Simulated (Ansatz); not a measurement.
# AlGeH₂ (quartet): wave-function methods side by side at a displaced geometry (v1), cc-pVDZ

One table from this session's results is given with a row withheld; the runs are named, their logs left out.

Computed with Ansatz 0.2.0, Gaussian basis. Level: cc-pVDZ, core rule «outside noble gas», up to 19 orbitals frozen.

The runs, in order: UHF; CCSD(T) on ROHF; CCSD(T) on UHF; BCCD(T) on ROHF; CISD; CCSDT(Q) on ROHF; CCSDT(Q) on UHF; CASSCF and MRCISD+Q, 9 electrons in 10 orbitals; CASSCF and NEVPT2, 9 electrons in 10 orbitals.

23 further runs of the same task are left out: 2 for a known fault of the program, 9 that didn't finish, 12 set aside as unsound or not needed.

## The geometry

The geometry is a PBE0/def2-TZVP stationary point (not a proven minimum) with its atoms shifted at random (size 0.040 Å). No spin-orbit coupling is included. The filled d shell of Ge may be among the frozen orbitals whatever the setting's name suggests; the logs give the count.

4 atoms, charge 0, spin multiplicity 4.

Atoms are counted from 1 here; the program's logs count them from 0.

Bond lengths: Ge1–Al2 2.602 Å, Ge1–H3 1.784 Å, Al2–H3 1.825 Å, Al2–H4 1.625 Å. Angles: Al2–Ge1–H3 44.5°, Ge1–Al2–H3 43.3°, Ge1–Al2–H4 103.5°, H3–Al2–H4 146.7°, Ge1–H3–Al2 92.2°.

Coordinates:

| atom | x (Å) | y (Å) | z (Å) |
| --- | --- | --- | --- |
| Ge1 | 0.0003 | -0.0254 | 0.7324 |
| Al2 | -0.0005 | 0.0763 | -1.8672 |
| H3 | 0.0474 | 1.2731 | -0.4904 |
| H4 | -0.0553 | -1.4872 | -2.3076 |

Set-up of the first run:

Input file in.yaml:

```yaml
crystal:
  periodic: [false, false, false]
  atoms:
    - {symbol: Ge, position_ang: [0.000306, -0.025375, 0.732371]}
    - {symbol: Al, position_ang: [-0.000528, 0.076315, -1.867171]}
    - {symbol: H, position_ang: [0.047436, 1.273083, -0.490413]}
    - {symbol: H, position_ang: [-0.055340, -1.487242, -2.307640]}
basis:
  gaussian: {orbitals: cc-pVDZ}
magnetization: {spin_polarized: true, initial_magnetization: 3}
hamiltonian: {xc: hf}
output: {orbitals: {seedname: orbitals}}
```

Started as:

```
$ ansatz run in.yaml --threads 1 --pin off --events-out ev --progress --plain --max-ram 2393MiB
```

Among the steps run: UHF; CCSD(T) on ROHF; CCSD(T) on UHF; BCCD(T) on ROHF; CISD; CCSDT(Q) on ROHF; CCSDT(Q) on UHF; CASSCF and MRCISD+Q, 9 electrons in 10 orbitals; CASSCF and NEVPT2, 9 electrons in 10 orbitals.

One of the session's tables, all rows but one given; the rest of the session is left out.

| method | from UCCSDT(Q) (kcal/mol) |
| --- | --- |
| ROHF | +102.08 |
| UHF | +98.46 |
| RMP2 | +25.34 |
| UMP2 | +25.70 |
| CISD | +10.47 |
| RCCSD | +4.51 |
| UCCSD | ? |
| RCCSD(T) | +1.22 |
| UCCSD(T) | +1.08 |
| BCCD(T) | +1.22 |
| RCCSDT | +0.34 |
| UCCSDT | +0.18 |
| RCCSDT(Q) | +0.17 |
| UCCSDT(Q) | 0 |
| CASSCF valence | +63.21 |
| NEVPT2 valence | +17.73 |
| MRCISD valence | +4.65 |
| MRCISD+Q valence | +0.68 |

**Question.** Estimate the row for UCCSD.

**Answer.** from UCCSDT(Q) (kcal/mol): +4.26. In the column «from UCCSDT(Q) (kcal/mol)» it lies between BCCD(T) (+1.22) and RCCSD (+4.51).

Limits of these values: Restricted and unrestricted rows rest on different reference determinants; where their highest levels disagree by more than a few hundredths of an eV, they describe different states and don't form one ladder.
